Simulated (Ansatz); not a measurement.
# TaH₅O₅: one species, many methods

The task here is to estimate one member of a computed series from the others.

The runs use Ansatz 0.2.0, Gaussian basis; functionals in def2-TZVPP, the program's frozen cores in correlated methods.

Levels to be run: LDA (SPW92), PBE-D4, revPBE-D4, BLYP-D4, r2SCAN-D4, B97M-V, PBE0-D4, B3LYP-D4, r2SCANh-D4, r2SCAN0-D4, HSE06-D4, BHLYP-D4, CAM-B3LYP-D4, LC-ωPBE, ωB97X-V, ωB97M-V, B2PLYP, PBE-QIDH; CCSD(T)/def2-SVP; CCSD(T)/def2-TZVPP; MP2/def2-QZVPP; extrapolation to the limit; RPA on PBE.

## The geometry

The geometry comes from an earlier relaxation with PBE0-D4 in a triple-zeta def2 set; it is a stationary point, not always the lowest conformer. Ta takes the def2 core potential; no spin-orbit term is included.

11 atoms, charge 0, spin multiplicity 1.

Atoms are counted from 1 here; the program's logs count them from 0.

Bond lengths: O1–Ta2 1.936 Å, O1–H7 0.952 Å, Ta2–O3 1.943 Å, Ta2–O4 1.888 Å, Ta2–O5 1.915 Å, Ta2–O6 1.915 Å, O3–H8 0.957 Å, O4–H9 0.954 Å, O5–H10 0.959 Å, O6–H11 0.959 Å. Angles: Ta2–O1–H7 150.6°, O1–Ta2–O3 87.1°, O1–Ta2–O4 172.5°, O1–Ta2–O5 90.5°, O1–Ta2–O6 90.5°, O3–Ta2–O4 85.5°, O3–Ta2–O5 121.9°, O3–Ta2–O6 121.9°, O4–Ta2–O5 93.4°, O4–Ta2–O6 93.4°, O5–Ta2–O6 116.2°, Ta2–O3–H8 119.1°, Ta2–O4–H9 142.3°, Ta2–O5–H10 119.9°, Ta2–O6–H11 120.0°.

The first run:

in.yaml reads:

```yaml
crystal:
  periodic: [false, false, false]
  atoms:
    - {symbol: O, position_ang: [0.867779, -0.621851, -1.294771]}
    - {symbol: Ta, position_ang: [-0.181058, 0.183890, 0.118873]}
    - {symbol: O, position_ang: [0.570062, -1.159153, 1.305702]}
    - {symbol: O, position_ang: [-1.106519, 0.799424, 1.645185]}
    - {symbol: O, position_ang: [0.681213, 1.868040, -0.176208]}
    - {symbol: O, position_ang: [-1.789453, -0.127850, -0.872095]}
    - {symbol: H, position_ang: [1.491331, -1.275605, -1.595785]}
    - {symbol: H, position_ang: [1.185648, -1.801481, 0.951957]}
    - {symbol: H, position_ang: [-1.225159, 0.627385, 2.576343]}
    - {symbol: H, position_ang: [1.315974, 1.961904, -0.888864]}
    - {symbol: H, position_ang: [-1.744518, -0.511702, -1.749737]}
basis:
  gaussian: {orbitals: def2-TZVPP}
hamiltonian: {xc: lda}
output: {orbitals: {seedname: orbitals}}
```

The run is started by

```
$ ansatz run in.yaml --threads 2 --pin off --events-out ev --progress --plain --max-ram 31744MiB --backend cuda --devices 0, --max-vram 18GiB
```

Among the steps run: LDA; PBE-D4 (GGA); revPBE-D4 (GGA); BLYP-D4 (GGA); r2SCAN-D4 (meta-GGA); B97M-V (meta-GGA); B3LYP-D4 (hybrid); r2SCANh-D4 (hybrid); r2SCAN0-D4 (hybrid); HSE06-D4 (hybrid); BHLYP-D4 (hybrid); CAM-B3LYP-D4 (range-separated); LC-ωPBE (range-separated); ωB97X-V (range-separated); ωB97M-V (range-separated); B2PLYP (double hybrid); PBE-QIDH (double hybrid).

One table of the session follows, with a row left open; its other results are not shown here.

It belongs to the step «Frontier levels by functional». 

| functional | HOMO (eV) | gap (eV) |
| --- | --- | --- |
| LDA (SPW92) | -7.15 | 5.33 |
| PBE-D4 | -6.94 | 5.36 |
| revPBE-D4 | -6.86 | 5.37 |
| BLYP-D4 | -6.85 | 5.35 |
| r2SCAN-D4 | -7.33 | 5.93 |
| B97M-V | -7.42 | 6.05 |
| PBE0-D4 | -8.64 | 7.92 |
| B3LYP-D4 | -8.38 | 7.39 |
| r2SCANh-D4 | -7.97 | 6.89 |
| r2SCAN0-D4 | ? | ? |
| HSE06-D4 | -8.23 | 7.13 |
| BHLYP-D4 | -10.31 | 10.57 |
| CAM-B3LYP-D4 | -10.15 | 10.52 |
| LC-ωPBE | -11.49 | 13.13 |
| ωB97X-V | -11.15 | 12.66 |
| ωB97M-V | -11.09 | 12.37 |

Estimate the missing values for r2SCAN0-D4.

Worked estimate for «HOMO (eV)». Against the share of exact exchange, r2SCAN-D4 (0, -7.33), r2SCANh-D4 (0.1, -7.97) give a slope of -6.40 per unit share; at 0.25 the line stands at -8.93.

**Answer.** HOMO (eV): -8.93; gap (eV): 8.34. In «HOMO (eV)» the line misses by 0.00.
